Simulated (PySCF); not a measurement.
# [ReO3]-: triplet, from a side-on plus terminal start

Where does triplet [ReO3]- go from a side-on plus terminal start, is the end point a minimum, and what are its modes, charges and moments?

Program: PySCF 2.14.0. Level of theory: PBE0, basis Re def2-SVPD with ECP60, O def2-SVPD, scalar-relativistic core potentials, no spin–orbit coupling, density fitting. These are calculated values, not measurements.

### Step 1. Where the work starts

4 atoms, charge -1, spin multiplicity 3.

Bond lengths: Re1–O2 1.998 Å, Re1–O3 1.998 Å, Re1–O4 1.858 Å, O2–O3 1.440 Å. Angles: O2–Re1–O3 42.2°, O2–Re1–O4 158.9°, O3–Re1–O4 158.9°, Re1–O2–O3 68.9°, Re1–O3–O2 68.9°.

Z-matrix (Å, degrees; charge -1 multiplicity 3):
```
Re
O  1 1.9982
O  1 1.9982 2 42.24
O  1 1.8583 2 158.88 3 180.00
```

### Step 2. First SCF at the start

One driver script runs all steps and calls PySCF; scf.py shows how it sets up the SCF of each step. The optimiser is the driver's own. After this first run the driver tries any further starts and a stability analysis.

scf.py reads:

```python
from pyscf import gto, scf, dft
mol = gto.M(atom='''
Re     0.000000     0.000000     0.000000
O      0.720000     0.000000     1.864000
O     -0.720000     0.000000     1.864000
O      0.000000     0.000000    -1.858300''',
    basis={'Re': 'def2-SVPD', 'O': 'def2-SVPD'},
    ecp={'Re': 'def2-SVPD'},
    charge=-1, spin=2)
mf = dft.UKS(mol, xc='PBE0')
mf.grids.atom_grid = (50, 194)
aux = {'Re': 'def2-universal-JKFIT', 'O': 'def2-universal-JKFIT'}
mf = mf.density_fit(auxbasis=aux)
mf.conv_tol = 1e-08
mf.diis_space = 10
mf.max_cycle = 60
mf.init_guess = 'minao'
mf.verbose = 4
mf.kernel()
```

Started as:

```sh
OMP_NUM_THREADS=2 python axn.py task.json out
```

Further steps of the session: Side-on plus terminal start, triplet: relaxation; Vibrations and properties at this point.

Q: Predict the outcome of this session. Wanted: minimum; geometry; wavenumbers; dipole moment; highest occupied, lowest empty level; polar-tensor charge of Re1; zero-point energy; ⟨S²⟩.

**Answer**, as computed:

```
                                          quantity                                                                                              value
                                           minimum                                                                                       triplet, C2v
                                          geometry  O–O 1.447 Å, Re–O 1.733 Å, Re–O 1.961 Å (×2); O–O–Re 68.4° (×2), O–Re–O 43.3°, O–Re–O 158.4° (×2)
                                wavenumbers (cm⁻¹)                                          54 (b1), 117 (b2), 524 (b2), 569 (a1), 929 (a1), 959 (a1)
                    dipole moment (centre of mass)                                                                                             0.51 D
highest occupied, lowest empty level (either spin)                                                                                     -0.58, 2.54 eV
                        polar-tensor charge of Re1                                                                                            +0.62 e
                                 zero-point energy                                                                                        18.8 kJ/mol
                               entropy at 298.15 K                                                                                    321.0 J/(mol K)
                                              ⟨S²⟩                                                                                              2.020
```

What this shows: The molecule stays C2v, as typed, and the end point is a minimum. The strongest infrared band lies at 929 cm⁻¹ (a1). Most of the spin sits on Re1 (Mulliken spin 2.01, against 2 for the whole molecule). Only this shape and spin were tried, so other structures or states may lie lower. One determinant may miss the lowest occupation of an open d or f shell. With an element this heavy the missing spin–orbit coupling can shift these numbers.
